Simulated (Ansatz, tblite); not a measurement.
**GeEt2Me2 (C6H16Ge): one state, many levels**

Aim: run the singlet of GeEt2Me2 (C6H16Ge) at one geometry on many levels, and compare frontier levels, spin and run time.

Computed with Ansatz 0.2.0, Gaussian basis. Level: as each input shows.

Plan: GFN1-xTB, GFN2-xTB, PBE-D4/def2-TZVP, r2SCAN-D4/def2-TZVP, r2SCAN0-D4/def2-TZVP, B3LYP-D4/def2-TZVP, CAM-B3LYP-D4/def2-TZVP, PBE-D4/def2-SVP, PBE0-D4/def2-SVP, HF/STO-3G, MP2/def2-TZVP, RPA/def2-TZVP.

2 further runs of the same task are left out: 2 set aside as unsound or not needed. Runs told in other sessions of the task aren't counted.

## Step 1: The structure

The geometry is that of the singlet, from an earlier relaxation (r2SCAN-D4/def2-SVP).

23 atoms, charge 0, spin multiplicity 1.

Bond lengths: C1–C2 1.529 Å, C1–Ge7 1.968 Å, C1–H8 1.105 Å, C1–H9 1.105 Å, C2–H10 1.103 Å, C2–H11 1.103 Å, C2–H12 1.103 Å, C3–C4 1.529 Å, C3–Ge7 1.969 Å, C3–H13 1.105 Å, C3–H14 1.105 Å, C4–H15 1.103 Å, C4–H16 1.103 Å, C4–H17 1.103 Å, C5–Ge7 1.960 Å, C5–H18 1.101 Å, C5–H19 1.102 Å, C5–H20 1.102 Å and more. Angles: C2–C1–Ge7 114.1°, C2–C1–H8 110.4°, C2–C1–H9 110.5°, Ge7–C1–H8 107.7°, Ge7–C1–H9 107.8°, H8–C1–H9 105.9°, C1–C2–H10 112.1°, C1–C2–H11 111.6°, C1–C2–H12 111.7°, H10–C2–H11 107.1°, H10–C2–H12 107.0°, H11–C2–H12 107.1°, C4–C3–Ge7 113.9°, C4–C3–H13 110.3°, C4–C3–H14 110.5°, Ge7–C3–H13 108.0°, Ge7–C3–H14 107.8°, H13–C3–H14 106.0° and more.

Geometry (Å):

```xyz
23
charge 0, multiplicity 1
C    -0.3576    0.1879    1.9597
C     0.2759   -1.0649    2.5654
C     1.4807    0.2030   -0.6839
C     1.5825    0.2577   -2.2087
C    -1.2888    1.8268   -0.6352
C    -1.3116   -1.3710   -0.6788
Ge   -0.3689    0.2132   -0.0083
H    -1.4027    0.2961    2.3025
H     0.1700    1.0950    2.3060
H     0.2615   -1.0457    3.6686
H    -0.2536   -1.9798    2.2505
H     1.3290   -1.1783    2.2576
H     1.9807   -0.7037   -0.2982
H     2.0111    1.0596   -0.2297
H     2.6299    0.2470   -2.5558
H     1.0762   -0.6012   -2.6806
H     1.1163    1.1712   -2.6144
H    -1.3511    1.8462   -1.7347
H    -0.7580    2.7341   -0.3052
H    -2.3149    1.8665   -0.2362
H    -1.4058   -1.3358   -1.7757
H    -2.3262   -1.4284   -0.2529
H    -0.7748   -2.2953   -0.4121
```

PBE0-D4/def2-TZVP was run before; its log isn't repeated, and its numbers join the tables.

## Step 2: GFN1-xTB

Tight binding, by tblite at 300 K electronic temperature and without a spin-polarisation term:

```python
tblite.interface.Calculator('GFN1-xTB', numbers, positions, charge=0, uhf=0).singlepoint()
```

Energy -624.7973 eV, HOMO -11.45 eV, LUMO -4.45 eV; 0.015 s.

## Step 3: GFN2-xTB

Tight binding, by tblite at 300 K electronic temperature and without a spin-polarisation term:

```python
tblite.interface.Calculator('GFN2-xTB', numbers, positions, charge=0, uhf=0).singlepoint()
```

Energy -623.1481 eV, HOMO -10.47 eV, LUMO -1.79 eV; 0.008 s.

## Step 4: PBE-D4/def2-TZVP

start.molden holds the orbitals of an earlier run on this state, given as this run's starting guess.

Contents of in.yaml:

```yaml
crystal:
  periodic: [false, false, false]
  atoms:
    - {symbol: C, position_ang: [-0.357612, 0.187869, 1.959681]}
    - {symbol: C, position_ang: [0.275897, -1.064907, 2.565401]}
    - {symbol: C, position_ang: [1.480704, 0.202954, -0.683948]}
    - {symbol: C, position_ang: [1.582502, 0.257684, -2.208699]}
    - {symbol: C, position_ang: [-1.288776, 1.826750, -0.635167]}
    - {symbol: C, position_ang: [-1.311593, -1.371026, -0.678792]}
    - {symbol: Ge, position_ang: [-0.368940, 0.213191, -0.008331]}
    - {symbol: H, position_ang: [-1.402681, 0.296117, 2.302516]}
    - {symbol: H, position_ang: [0.170024, 1.095007, 2.306042]}
    - {symbol: H, position_ang: [0.261538, -1.045722, 3.668600]}
    - {symbol: H, position_ang: [-0.253596, -1.979793, 2.250545]}
    - {symbol: H, position_ang: [1.328995, -1.178290, 2.257637]}
    - {symbol: H, position_ang: [1.980714, -0.703657, -0.298206]}
    - {symbol: H, position_ang: [2.011111, 1.059631, -0.229724]}
    - {symbol: H, position_ang: [2.629888, 0.246951, -2.555802]}
    - {symbol: H, position_ang: [1.076248, -0.601223, -2.680630]}
    - {symbol: H, position_ang: [1.116267, 1.171219, -2.614354]}
    - {symbol: H, position_ang: [-1.351116, 1.846191, -1.734680]}
    - {symbol: H, position_ang: [-0.757964, 2.734091, -0.305211]}
    - {symbol: H, position_ang: [-2.314883, 1.866455, -0.236238]}
    - {symbol: H, position_ang: [-1.405785, -1.335842, -1.775653]}
    - {symbol: H, position_ang: [-2.326159, -1.428377, -0.252878]}
    - {symbol: H, position_ang: [-0.774783, -2.295285, -0.412111]}
basis:
  gaussian: {orbitals: def2-TZVP, initial_orbitals: start.molden}
hamiltonian: {xc: pbe, dispersion: d4}
scf: {omitted_lower_state_checks: [starts]}
output: {forces: true, orbitals: {seedname: orbitals}}
```

Command:

```sh
$ ansatz run in.yaml --threads 4 --pin off --events-out ev --progress --plain --max-ram 4787MiB
```

After this run come: r2SCAN-D4/def2-TZVP; r2SCAN0-D4/def2-TZVP; B3LYP-D4/def2-TZVP; CAM-B3LYP-D4/def2-TZVP; PBE-D4/def2-SVP; PBE0-D4/def2-SVP; HF/STO-3G; MP2/def2-TZVP; RPA/def2-TZVP.

**Question.** What will the summary of the whole plan be? Wanted: gap in def2-TZVP, named functionals, smallest and largest; correlation energy, MP2/def2-TZVP; binding an atom, functionals in def2-TZVP; PBE0 total energy, smallest basis above largest.

The runs gave:

| quantity | value |
| --- | --- |
| gap in def2-TZVP, named functionals, smallest and largest | 6.32 eV (PBE-D4), 10.38 eV (CAM-B3LYP-D4) |
| correlation energy, MP2/def2-TZVP | -35.26 eV |
| binding an atom, functionals in def2-TZVP | 3.91 (r2SCAN0-D4) to 3.98 eV (PBE-D4) |
| PBE0 total energy, smallest basis above largest | 14.02 eV (def2-SVP, def2-TZVP) |

Over the named functionals in def2-TZVP the gap runs from 6.32 eV (PBE-D4) to 10.38 eV (CAM-B3LYP-D4); exact exchange widens it.
